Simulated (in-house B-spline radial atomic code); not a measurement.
# Ca⁶⁺: ionisation energy by several methods

Wanted: one ionisation energy, Ca⁶⁺ to configuration [Ne] 3s2 3p1, up the ladder of functionals.

The numbers are computed with in-house B-spline radial atomic code version 1 (scalar-relativistic (X2C), several functionals, spin-polarised; spherical all-electron atom at the radial basis limit), except any that are marked as measured or tabulated.

## Step 1: The atom as given

```
element       : calcium (Z = 20)
charge        : +6
electrons     : 14
configuration : [Ne] 3s2 3p2
nucleus       : Fermi, rms radius 3.478 fm
```

The outer shells:

[Ne] 3s2 3p2
```
[Ne] core
3s [↑↓]
3p [↑ ][↑ ][  ]
```

Where spins are not typed, each open shell is filled with up spins first.

## Step 2: Hartree-Fock

Input settings:

```ini
Z = 20
electrons = 14.0
configuration = [Ne] 3s2 3p2
hamiltonian = x2c
method = hf
spin_polarised = True
nucleus = fermi
rms_radius = 3.4776
mass_number = 40
atomic_mass = 39.96259085
speed_of_light = 137.035999084
```

## Step 3: PBE

The settings differ from step 2 so:

```diff
@@ -4,3 +4,3 @@
 hamiltonian = x2c
-method = hf
+method = pbe,pbe
 spin_polarised = True
```

## Step 4: r2SCAN

The settings differ from step 3 so:

```diff
@@ -4,3 +4,3 @@
 hamiltonian = x2c
-method = pbe,pbe
+method = r2scan
 spin_polarised = True
```

## Step 5: BP86

The settings differ from step 4 so:

```diff
@@ -4,3 +4,3 @@
 hamiltonian = x2c
-method = r2scan
+method = b88,p86
 spin_polarised = True
```

## Step 6: TPSS

The settings differ from step 5 so:

```diff
@@ -4,3 +4,3 @@
 hamiltonian = x2c
-method = b88,p86
+method = tpss,tpss
 spin_polarised = True
```

## Step 7: AM05

The settings differ from step 6 so:

```diff
@@ -4,3 +4,3 @@
 hamiltonian = x2c
-method = tpss,tpss
+method = am05
 spin_polarised = True
```

## Step 8: PBEsol

The settings differ from step 7 so:

```diff
@@ -4,3 +4,3 @@
 hamiltonian = x2c
-method = am05
+method = pbesol
 spin_polarised = True
```

## Step 9: SCAN

The settings differ from step 8 so:

```diff
@@ -4,3 +4,3 @@
 hamiltonian = x2c
-method = pbesol
+method = scan,scan
 spin_polarised = True
```

**Question.** The tabulated ionisation energy is 127.21 ± 0.25 eV (semi-empirical; NIST Atomic Spectra Database). What does each method give, and which comes nearest?

**Answer**, as computed:

| method | rung | total energy (hartree) | ΔSCF (eV) | −ε highest (eV) | ΔSCF less tabulated (eV) |
| --- | --- | --- | --- | --- | --- |
| PBE | GGA | -668.1871 | 127.48 | 117.61 (3p up) | +0.27 |
| BP86 | GGA | -668.4629 | 127.54 | 117.64 (3p up) | +0.33 |
| AM05 | GGA | -666.7081 | 127.35 | 117.45 (3p up) | +0.14 |
| PBEsol | GGA | -667.3408 | 127.39 | 117.50 (3p up) | +0.18 |
| r2SCAN | meta-GGA | -668.3374 | 127.76 | 118.16 (3p up) | +0.55 |
| TPSS | meta-GGA | -668.4152 | 127.63 | 117.83 (3p up) | +0.42 |
| SCAN | meta-GGA | -668.4248 | 127.84 | 118.23 (3p up) | +0.63 |
| Hartree-Fock | Hartree-Fock | -667.8009 | 126.44 | 126.85 (3p up) | -0.77 |

Against the tabulated ionisation energy, 127.21 ± 0.25 eV (semi-empirical; NIST Atomic Spectra Database), the best here is AM05 (+0.14 eV) and the worst Hartree-Fock (-0.77 eV, or 0.60 %). Mean absolute error by rung (exchange-only levels left out): GGA 0.23 eV, meta-GGA 0.53 eV, Hartree-Fock 0.77 eV. Relativistic terms that these runs lack can be as large as the gaps between close methods, so the nearest may be so by luck. PBE is off by +0.27 eV. Open shells are averaged (over orientations, and over spins where the run is restricted), while tables refer to the lowest levels. For the semilocal functionals minus the highest level recovers only 92 % of their own ΔSCF value, a mark of self-interaction.
